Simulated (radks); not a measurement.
# Taking charge from the 5s level of In in fractions

Aim: follow energy and eigenvalue as charge leaves the 5s level of In bit by bit, and test Janak's theorem, Slater's transition state and the straight-line condition.

The numbers are computed with radks (a radial shooting solver on a logarithmic mesh, Libxc functionals) version 1 (Dirac Kohn-Sham, PBE, spin-unpolarised, spherical densities, point nucleus; open shells are shared between the two j in proportion to 2j + 1), except any that are marked as measured or tabulated.

## Step 1: What is computed

| Item | Value |
| --- | --- |
| element | indium (Z = 49) |
| charge | 0 |
| electrons | 49 |
| configuration | [Kr] 4d10 5s2 5p1 |

The outer shells:

In
```
[Kr] core
4d [↑↓][↑↓][↑↓][↑↓][↑↓]
5s [↑↓]
5p [↑ ][  ][  ]
```

## Step 2: Start: [Kr] 4d10 5s2 5p1

The run's settings:

```text
Z 49
configuration [Kr] 4d10 5s2 5p1
relativity Dirac
functional pbe,pbe
spin unpolarised
j_filling average
nucleus point
c 137.035999084
```

## Step 3: 0.25 electron removed from 5s

Changes since step 2:

```diff
@@ -1,3 +1,3 @@
 Z 49
-configuration [Kr] 4d10 5s2 5p1
+configuration [Kr] 4d10 5s1.75 5p1
 relativity Dirac
```

## Step 4: 0.5 electron removed from 5s

Changes since step 3:

```diff
@@ -1,3 +1,3 @@
 Z 49
-configuration [Kr] 4d10 5s1.75 5p1
+configuration [Kr] 4d10 5s1.5 5p1
 relativity Dirac
```

## Step 5: 0.75 electron removed from 5s

Changes since step 4:

```diff
@@ -1,3 +1,3 @@
 Z 49
-configuration [Kr] 4d10 5s1.5 5p1
+configuration [Kr] 4d10 5s1.25 5p1
 relativity Dirac
```

## Step 6: 1 electron removed from 5s

Changes since step 5:

```diff
@@ -1,3 +1,3 @@
 Z 49
-configuration [Kr] 4d10 5s1.25 5p1
+configuration [Kr] 4d10 5s1 5p1
 relativity Dirac
```

Q: Predict the outcome of this session. Wanted: for each run, removed; E − E(0); eigenvalue; E minus straight line.

As calculated:

| removed (e) | E − E(0) (eV) | eigenvalue (eV) | E minus straight line (eV) |
| --- | --- | --- | --- |
| 0 | 0.000 | -8.207 | 0.000 |
| 0.25 | 2.275 | -10.010 | -0.713 |
| 0.5 | 5.013 | -11.904 | -0.964 |
| 0.75 | 8.233 | -13.871 | -0.732 |
| 1 | 11.954 | -15.903 | 0.000 |

Removing the whole electron costs 11.954 eV, against 8.207 eV from minus the starting eigenvalue. Slater's transition state, half an electron removed, gives 11.904 eV. The trapezoid integral of minus the eigenvalue gives 11.960 eV over the range, against 11.954 eV from the energies (Janak's theorem). The eigenvalue moves by 7.70 eV per electron. E bends below the straight line by 0.96 eV at 0.5 electron removed.
